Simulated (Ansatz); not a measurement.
# Zinc, diamond: r²SCAN0 after r²SCAN

Aim: see what exact exchange does to the levels, and what it costs. Spin polarisation is left out. The geometry was relaxed under r²SCAN beforehand and is kept. Exact exchange is dear, so the k-mesh is coarse, and r²SCAN is run on the same mesh for comparison.

Method: DFT, plane waves (500 eV) with PBE-made PAW files, scalar-relativistic; functionals as named at each step, in Ansatz 0.2.0.

## (1) The system as given

The structure is cubic, space group Fd-3m (No. 227). The conventional cell has a = 5.687 Å, b = 5.687 Å, c = 5.687 Å, α = 90.00°, β = 90.00°, γ = 90.00°. Around Zn (site symmetry -43m) lie 4 Zn at 2.46 Å.

Coordinates:

```cif
data_structure
_symmetry_space_group_name_H-M 'P 1'
_symmetry_Int_Tables_number 1
_cell_length_a 4.0211
_cell_length_b 4.0211
_cell_length_c 4.0211
_cell_angle_alpha 60.000
_cell_angle_beta 60.000
_cell_angle_gamma 60.000
_cell_volume 45.98
loop_
_atom_site_label
_atom_site_type_symbol
_atom_site_fract_x
_atom_site_fract_y
_atom_site_fract_z
_atom_site_occupancy
Zn1 Zn 0.12500 0.12500 0.12500 1
Zn2 Zn 0.87500 0.87500 0.87500 1
```

## (2) r²SCAN on the coarse mesh

The run with r²SCAN.

Contents of input.yaml:

```yaml
crystal:
  lattice:
    - [0.0, 2.8433823234, 2.8433823234]
    - [2.8433823234, 0.0, 2.8433823234]
    - [2.8433823234, 2.8433823234, 0.0]
  atoms:
    - { symbol: Zn, position: [0.125, 0.125, 0.125] }
    - { symbol: Zn, position: [0.875, 0.875, 0.875] }
hamiltonian:
  xc: r2scan
  pseudopotentials:
    kind: paw
    azcp:
      Zn: "pseudopotentials/Zn.paw.azcp"
basis:
  ecutwfc: 500
  fft_grid_basis: typed
kpoints:
  mp_grid: { grid: [5, 5, 5], shift: [0, 0, 0] }
magnetization:
  spin_polarized: false
scf:
  occupations: { method: fermi_dirac, width: 0.1 }
```

The run is started by

```
ansatz run input.yaml --threads 4 --pin off --max-ram 8192MiB --backend cpu --events-out ev --progress --plain --runs-dir out
```

## (3) r²SCAN0, coarse mesh

The run with r²SCAN0.

Edit input.yaml of step 2 so:

```diff
@@ -9,3 +9,3 @@
 hamiltonian:
-  xc: r2scan
+  xc: r2scan0
   pseudopotentials:
```

(Steps that only read results are left out.)

What does the calculation give? Wanted: r²SCAN: gap; r²SCAN0: gap; r²SCAN0: relative to hcp.

As calculated:

| quantity | value |
| --- | --- |
| r²SCAN: gap | none (levels filled in part) |
| r²SCAN0: gap | none (levels filled in part) |
| r²SCAN0: SCF cycles, exchange loops | 22, 2 |
| r²SCAN0: CPU time over that of r²SCAN | 8.3 |
| r²SCAN0: relative to hcp | +672 meV/atom |

In words: Neither r²SCAN nor r²SCAN0 shows a clean gap on this mesh. The hybrid took 8.3 times as much CPU time as r²SCAN on the same settings. r²SCAN0 needed 2 outer loops of the exchange operator. To compare with dense-mesh energies, the change of r²SCAN from this mesh and smearing to its dense run (+2.9 meV/atom, from a run not shown) is added. Under r²SCAN0 it lies 672 meV/atom above hcp (computed apart in the same way); on such meshes a few tens of meV are uncertain for metals. Absolute energies differ from functional to functional, by eV per atom at times, and say nothing by themselves.
